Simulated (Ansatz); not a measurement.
# InH₂− (singlet): the correlation ladder at distance In1–H3 = 5.083 Å, def2-TZVPD

The task here is to estimate one member of a computed series from the others.

Computed with Ansatz 0.2.0, Gaussian basis. Level: def2-TZVPD, core rule «outside noble gas», up to 9 orbitals frozen.

The runs, in order: UHF; CCSD(T) on RHF; CCSD(T) on UHF; BCCD(T) on RHF; CCSDT(Q) on RHF; CCSDT(Q) on UHF; CCSDTQ on RHF; CASSCF and MRCISD+Q, 2 electrons in 2 orbitals; CASSCF and NEVPT2, 2 electrons in 2 orbitals; CASSCF and MRCISD+Q, 6 electrons in 6 orbitals; CASSCF and NEVPT4(SD), 6 electrons in 6 orbitals; CASSCF and NEVPT2, 6 electrons in 6 orbitals.

## The system

The geometry derives from a PBE0/def2-TZVPD stationary point (not a proven minimum). One bond is set to the value named and the two fragments are kept rigid. No spin-orbit coupling is included. Elements past krypton take def2 core potentials.

3 atoms, charge -1, spin multiplicity 1.

Atoms are counted from 1 here; the program's logs count them from 0.

Bond lengths: In1–H2 1.886 Å.

The first run:

File in.yaml:

```yaml
crystal:
  periodic: [false, false, false]
  atoms:
    - {symbol: In, position_ang: [0.000000, -0.041500, -0.019956]}
    - {symbol: H, position_ang: [0.000000, 1.260420, -1.384752]}
    - {symbol: H, position_ang: [0.000000, 3.466996, 3.657998]}
basis:
  gaussian: {orbitals: def2-TZVPD}
total_charge: -1
magnetization: {spin_polarized: true, initial_magnetization: 0}
hamiltonian: {xc: hf}
output: {orbitals: {seedname: orbitals}}
```

Command:

```console
> ansatz run in.yaml --threads 1 --pin off --events-out ev --progress --plain --max-ram 2816MiB --backend cpu
```

Steps of the session up to this table: UHF; CCSD(T) on RHF; CCSD(T) on UHF; BCCD(T) on RHF; CCSDT(Q) on RHF; CCSDT(Q) on UHF; CCSDTQ on RHF; CASSCF and MRCISD+Q, 2 electrons in 2 orbitals; CASSCF and NEVPT2, 2 electrons in 2 orbitals; CASSCF and MRCISD+Q, 6 electrons in 6 orbitals; CASSCF and NEVPT4(SD), 6 electrons in 6 orbitals; CASSCF and NEVPT2, 6 electrons in 6 orbitals.

One of the session's tables, all rows but one given; the rest of the session is left out.

```
            method  from RCCSDTQ (kcal/mol)
               RHF                   +68.90
               UHF                   +62.04
              RMP2                   +20.27
             RCCSD                    +2.09
          RCCSD(T)                    +0.59
           BCCD(T)                    +0.68
            RCCSDT                    +0.09
         RCCSDT(Q)                    -0.02
           RCCSDTQ                        0
       CASSCF pair                   +54.05
       NEVPT2 pair                   +15.81
       MRCISD pair                    +3.62
     MRCISD+Q pair                    -0.74
    CASSCF valence                   +44.05
    NEVPT2 valence                   +18.88
NEVPT4(SD) valence                    +6.15
    MRCISD valence                    +4.08
  MRCISD+Q valence                        ?
```

Q: Estimate the row for MRCISD+Q valence from the others.

**Answer.** from RCCSDTQ (kcal/mol): +1.40. In the column «from RCCSDTQ (kcal/mol)» it lies between BCCD(T) (+0.68) and RCCSD (+2.09).

Limits of these values: The determinant of HF (⟨S²⟩ 0.94) is far from a pure spin state, so its energy mixes those of several spin states; that is harmless only where they are near-degenerate.
